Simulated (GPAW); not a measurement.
The system is SnO2.

```
Sn O
1.0
     4.73800    0.00000    0.00000
     0.00000    4.73800    0.00000
     0.00000    0.00000    3.18650
Sn O
2 4
Direct
  0.00000 0.00000 0.00000
  0.50000 0.50000 0.50000
  0.30710 0.30710 0.00000
  0.19290 0.80710 0.50000
  0.69290 0.69290 0.00000
  0.80710 0.19290 0.50000
```

Base run:

| Item | Value |
| --- | --- |
| Program | GPAW 26.7.0 |
| Functional | TB-mBJ |
| Potentials or basis | GPAW PAW data sets for LDA (gpaw-data 1.2.1) |
| Cutoff | 600 eV |
| Basis | pw |
| k mesh | 6 × 6 × 8 |
| Occupations | fermi-dirac, width 0.05 eV |
| Spin | no spin polarisation |

Its results: band gap on the k mesh 3.17 eV, direct.

Task: After a change of settings the same cell gave: band gap on the k mesh 2.01 eV, direct. Which change was it?
A. functional from TB-mBJ to GLLB-SC; potentials or basis from GPAW PAW data sets for LDA (gpaw-data 1.2.1) to the program's PAW data sets (release 1.2.1) made for this functional
B. functional from TB-mBJ to PBE; potentials or basis from GPAW PAW data sets for LDA (gpaw-data 1.2.1) to GPAW PAW data sets (gpaw-data 1.2.1)
C. functional from TB-mBJ to r2SCAN; potentials or basis from GPAW PAW data sets for LDA (gpaw-data 1.2.1) to GPAW PAW data sets (gpaw-data 1.2.1)
D. functional from TB-mBJ to LDA; potentials or basis from GPAW PAW data sets for LDA (gpaw-data 1.2.1) to the program's PAW data sets (release 1.2.1) made for this functional

Result: C.

Caveats: spin-orbit coupling is left out, which moves the levels of the heavy elements; a model potential gives levels but no total energy (some runs).

Not every run made on this cell is shown here.
